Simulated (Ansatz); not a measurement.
# CH₅PZn: up Jacob's ladder to CCSD(T)

Aim: compute CH₅PZn with functionals from several rungs and with coupled cluster. The yardstick is the atomisation energy at the CCSD(T) limit.

Method: functionals in def2-TZVPP, the program's frozen cores in correlated methods; program: Ansatz 0.2.0, Gaussian basis.

Plan: LDA (SPW92), PBE-D4, revPBE-D4, BLYP-D4, r2SCAN-D4, B97M-V, PBE0-D4, B3LYP-D4, r2SCANh-D4, r2SCAN0-D4, HSE06-D4, BHLYP-D4, CAM-B3LYP-D4, LC-ωPBE, ωB97X-V, ωB97M-V, B2PLYP, PBE-QIDH; CCSD(T)/def2-SVP; CCSD(T)/def2-TZVPP; MP2/def2-QZVPP; extrapolation to the limit; RPA on PBE.

## Step 1: Structure used throughout

The geometry comes from an earlier relaxation with PBE0-D4 in a triple-zeta def2 set; it is a stationary point, not always the lowest conformer.

SMILES `[CH3][Zn][PH2]`, 8 atoms, charge 0, spin multiplicity 1.

Atoms are counted from 1 here; the program's logs count them from 0.

Bond lengths: C1–Zn2 1.946 Å, C1–H4 1.093 Å, C1–H5 1.093 Å, C1–H6 1.093 Å, Zn2–P3 2.287 Å, P3–H7 1.424 Å, P3–H8 1.424 Å. Angles: Zn2–C1–H4 110.7°, Zn2–C1–H5 110.8°, Zn2–C1–H6 110.9°, H4–C1–H5 108.1°, H4–C1–H6 108.1°, H5–C1–H6 108.2°, C1–Zn2–P3 178.4°, Zn2–P3–H7 91.9°, Zn2–P3–H8 91.9°, H7–P3–H8 92.8°.

## Step 2: LDA

This LDA is Slater exchange with PW92 correlation.

in.yaml

```yaml
crystal:
  periodic: [false, false, false]
  atoms:
    - {symbol: C, position_ang: [-0.967988, 1.279894, -0.613940]}
    - {symbol: Zn, position_ang: [0.057559, -0.092606, 0.309586]}
    - {symbol: P, position_ang: [1.241280, -1.683119, 1.449986]}
    - {symbol: H, position_ang: [-1.982356, 0.930261, -0.821607]}
    - {symbol: H, position_ang: [-0.497503, 1.540857, -1.564919]}
    - {symbol: H, position_ang: [-1.038527, 2.186539, -0.008067]}
    - {symbol: H, position_ang: [2.406355, -1.446565, 0.665821]}
    - {symbol: H, position_ang: [0.781190, -2.715261, 0.583141]}
basis:
  gaussian: {orbitals: def2-TZVPP}
hamiltonian: {xc: lda}
output: {orbitals: {seedname: orbitals}}
```

Started as:

```bash
$ ansatz run in.yaml --threads 2 --pin off --events-out ev --progress --plain --max-ram 4352MiB
```

Further steps of the session: PBE-D4 (GGA); revPBE-D4 (GGA); BLYP-D4 (GGA); r2SCAN-D4 (meta-GGA); B97M-V (meta-GGA); PBE0-D4 (hybrid); B3LYP-D4 (hybrid); r2SCANh-D4 (hybrid); r2SCAN0-D4 (hybrid); HSE06-D4 (hybrid); BHLYP-D4 (hybrid); CAM-B3LYP-D4 (range-separated); LC-ωPBE (range-separated); ωB97X-V (range-separated); ωB97M-V (range-separated); B2PLYP (double hybrid); PBE-QIDH (double hybrid); CCSD(T) in def2-SVP; CCSD(T) in def2-TZVPP; MP2 in def2-QZVPP; RPA on PBE orbitals.

**Question.** What will the summary of the whole plan be? Wanted: atomisation energy, CCSD(T)/CBS; farthest beyond LDA; mean size of error, GGA; mean size of error, meta-GGA; mean size of error, hybrid; mean size of error, range-separated; mean size of error, double hybrid; gap, smallest and largest; T1 diagnostic.

The runs gave:

| quantity | value |
| --- | --- |
| atomisation energy, CCSD(T)/CBS | 23.773 eV |
| functionals within 0.119 eV (0.5 %) | PBE0-D4, B3LYP-D4, r2SCANh-D4, r2SCAN0-D4, HSE06-D4, LC-ωPBE, PBE-QIDH |
| farthest beyond LDA | BHLYP-D4 (-0.452 eV) |
| mean size of error, GGA | 0.230 eV |
| mean size of error, meta-GGA | 0.196 eV |
| mean size of error, hybrid | 0.115 eV |
| mean size of error, range-separated | 0.200 eV |
| mean size of error, double hybrid | 0.194 eV |
| gap, smallest and largest | 4.46 eV (BLYP-D4), 10.79 eV (LC-ωPBE) |
| T1 diagnostic | 0.0143 |
| triples share of the correlation energy | 3.5 % |

What this shows: LDA overbinds by 3.277 eV (14 %). PBE-D4 is off by +0.249 eV. Double hybrids carry the basis error of their MP2 part in triple zeta, and no dispersion term here, so their miss is partly the set-up's. Taken by rung, hybrid functionals do best (0.115 eV on average) and GGA ones worst beyond LDA (0.230 eV). The reference freezes the cores and leaves out relativity and excitations past (T), so misses under about 0.119 eV can't be ranked. Hartree-Fock recovers 72 % of the binding; the rest is correlation. CCSD(T) in def2-SVP is off by -1.622 eV, more than most functionals: a good method in a small basis is no reference. Orbital gaps span 4.5 to 10.8 eV; exact exchange widens them. For Zn the d shell is correlated and the shells below it are frozen.
